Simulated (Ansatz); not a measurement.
This was printed by a script on the Ansatz DFT code, driven from Python, for a single point in a Gaussian basis of C4H6GeSi, SMILES C#[C][GeH2][C]#C[SiH3]. What did the script look like? Use: B3LYP, 6-31G* basis, multiplicity 1, D4 dispersion.

| atom | x (Å) | y (Å) | z (Å) |
| --- | --- | --- | --- |
| C | -3.5276 | -0.6879 | -0.8214 |
| C | -2.7292 | -0.0751 | -0.1585 |
| Ge | -1.4738 | 0.8872 | 0.8823 |
| C | 0.2780 | 0.3656 | 0.3896 |
| C | 1.3925 | 0.0329 | 0.0752 |
| Si | 3.0712 | -0.4688 | -0.3989 |
| H | -4.2286 | -1.2261 | -1.4035 |
| H | -1.7018 | 0.5777 | 2.3838 |
| H | -1.6503 | 2.4064 | 0.6311 |
| H | 3.9375 | 0.7177 | -0.4585 |
| H | 3.0334 | -1.1165 | -1.7184 |
| H | 3.5988 | -1.4131 | 0.5971 |

```console
$ python energy.py
crystal:
  periodic: [false, false, false]
  atoms:
    - { symbol: C, position_ang: [-3.5276, -0.6879, -0.8214] }
    - { symbol: C, position_ang: [-2.7292, -0.0751, -0.1585] }
    - { symbol: Ge, position_ang: [-1.4738, 0.8872, 0.8823] }
    - { symbol: C, position_ang: [0.278, 0.3656, 0.3896] }
    - { symbol: C, position_ang: [1.3925, 0.0329, 0.0752] }
    - { symbol: Si, position_ang: [3.0712, -0.4688, -0.3989] }
    - { symbol: H, position_ang: [-4.2286, -1.2261, -1.4035] }
    - { symbol: H, position_ang: [-1.7018, 0.5777, 2.3838] }
    - { symbol: H, position_ang: [-1.6503, 2.4064, 0.6311] }
    - { symbol: H, position_ang: [3.9375, 0.7177, -0.4585] }
    - { symbol: H, position_ang: [3.0334, -1.1165, -1.7184] }
    - { symbol: H, position_ang: [3.5988, -1.4131, 0.5971] }
basis:
  gaussian:
    orbitals: "6-31G*"
hamiltonian:
  xc: b3lyp
  dispersion: d4
output:
  orbitals: {}
  forces: true

converged              True
free_energy_ev         -68632.00939732818
reference_energy_ev    -68631.56365447096
n_frozen               0
n_occupied             [38, 38]
n_virtual              [88, 88]
<S^2> = 0.0  all-electron relativity setting: none
passes: {'evaluations': 16, 'products': 13}
occupied orbitals by irrep: [{'A': 38}, {'A': 38}]
forces (eV/A)
  C    -0.2471   -0.1699   -0.1843
  C     0.4820    0.3250    0.3529
  Ge   -0.1682    0.2667    0.2741
  C    -1.4358    0.3998    0.3747
  C     1.2539   -0.3569   -0.3381
  Si   -0.0470    0.0048    0.0082
  H    -0.2575   -0.1995   -0.2158
  H     0.0383    0.0060   -0.1771
  H     0.0331   -0.1781   -0.0007
  H     0.1940    0.2143   -0.0184
  H     0.0229   -0.1283   -0.2530
  H     0.1315   -0.1839    0.1775
dipole (D): -0.385 -0.112 -0.129, length 0.421
atom  Mulliken   Lowdin
C       -0.163   -0.139
C        0.044   -0.079
Ge      -0.195    0.101
C        0.108   -0.066
C       -0.121   -0.180
Si       0.257    0.356
H        0.196    0.159
H        0.025    0.014
H        0.025    0.014
H       -0.059   -0.060
H       -0.058   -0.059
H       -0.058   -0.060
Alpha     -11.930 eV  occupation 2
Alpha     -10.886 eV  occupation 2
Alpha     -10.389 eV  occupation 2
Alpha     -10.111 eV  occupation 2
Alpha      -9.941 eV  occupation 2
Alpha      -9.866 eV  occupation 2
Alpha      -7.897 eV  occupation 2
Alpha      -7.814 eV  occupation 2
Alpha      -7.675 eV  occupation 2
Alpha      -7.614 eV  occupation 2
Alpha      -0.424 eV  occupation 0
Alpha      -0.373 eV  occupation 0
Alpha       0.315 eV  occupation 0
Alpha       0.736 eV  occupation 0
Alpha       1.021 eV  occupation 0
Alpha       1.615 eV  occupation 0
Alpha       1.893 eV  occupation 0
Alpha       2.555 eV  occupation 0
Alpha       2.771 eV  occupation 0
Alpha       3.314 eV  occupation 0
Alpha       3.497 eV  occupation 0
Alpha       3.636 eV  occupation 0
Alpha       4.002 eV  occupation 0
Alpha       4.090 eV  occupation 0
```

The script that was run (others could print the same):

`energy.py`
```python
"""Single point of C4H6GeSi."""

from pathlib import Path

import ansatz as az
from ase import Atoms
import numpy as np

atoms = Atoms(["C", "C", "Ge", "C", "C", "Si", "H", "H", "H", "H", "H", "H"], positions=[
    (-3.5276, -0.6879, -0.8214),
    (-2.7292, -0.0751, -0.1585),
    (-1.4738, 0.8872, 0.8823),
    (0.278, 0.3656, 0.3896),
    (1.3925, 0.0329, 0.0752),
    (3.0712, -0.4688, -0.3989),
    (-4.2286, -1.2261, -1.4035),
    (-1.7018, 0.5777, 2.3838),
    (-1.6503, 2.4064, 0.6311),
    (3.9375, 0.7177, -0.4585),
    (3.0334, -1.1165, -1.7184),
    (3.5988, -1.4131, 0.5971),
])
c4h6gesi = az.Crystal.molecule_from_ase(atoms)

base = (
    c4h6gesi.calculation()
    .basis(gaussian="6-31G*")
    .functional("B3LYP", dispersion="d4")
    .forces()
    .orbitals()
)
print(base.to_yaml())
done = base.run(runs_dir="out")
report = done.report

for key in ("converged", "free_energy_ev", "reference_energy_ev", "n_frozen", "n_occupied", "n_virtual"):
    print(f"{key:22s} {report[key]}")

field = report["mean_field"]
print("<S^2> =", round(abs(field["state"]["spin_squared"]), 4), " all-electron relativity setting:", field["relativity"])
print("passes:", field["passes"])
if "symmetry" in field:
    print("occupied orbitals by irrep:", field["symmetry"]["occupied"])

symbols = [site.symbol for site in c4h6gesi.cartesian_sites]
print("forces (eV/A)")
for symbol, f in zip(symbols, report["forces_ev_ang"]):
    print(f"  {symbol:2s} {f[0]:9.4f} {f[1]:9.4f} {f[2]:9.4f}")

charges = report["charge_distribution"]
dipole = np.array(charges["dipole_moment_e_ang"]) * 4.803205
print("dipole (D): {:.3f} {:.3f} {:.3f}, length {:.3f}".format(*dipole, np.linalg.norm(dipole)))
print("atom  Mulliken   Lowdin")
for symbol, m, l in zip(symbols, charges["mulliken_charges_e"], charges["lowdin_charges_e"]):
    print(f"{symbol:4s} {m:9.3f} {l:8.3f}")

lines = Path(report["orbitals_path"]).read_text().splitlines()
field_of = lambda key: [line.split("=")[1].strip() for line in lines if line.startswith(key)]
orbitals = [(27.211386 * float(e), s, float(n)) for e, s, n in zip(field_of("Ene="), field_of("Spin="), field_of("Occup="))]
homo = max(e for e, _, n in orbitals if n > 0.5)
lumo = min(e for e, _, n in orbitals if n < 0.5)
for e, spin, n in sorted(orbitals):
    if homo - 6 < e < lumo + 5:
        print(f"{spin:6s} {e:10.3f} eV  occupation {n:.0f}")
```

Total energies depend on the basis set; only differences at equal settings carry meaning. The geometry is a force-field or estimated start, not a minimum of this method, and the basis set is short of its limit. The Löwdin charges here are taken after orthogonalising the functions within each atom; they differ from plain Löwdin charges, and their signs can be unphysical. Alpha marks a spatial orbital of a restricted run, filled by both spins. Total less reference energy is the dispersion correction. b3lyp holds the VWN-RPA fit, as in Gaussian; the form of ORCA and Turbomole is b3lyp5. Levels such as HOMO and LUMO are orbital energies: with these approximate functionals they aren't the ionisation energy and electron affinity, and their gap isn't the fundamental gap. Run time: 7.8 s on 1 thread of AMD EPYC 7B13 (Zen 3), with other jobs on the host, peak memory 0.38 GiB.
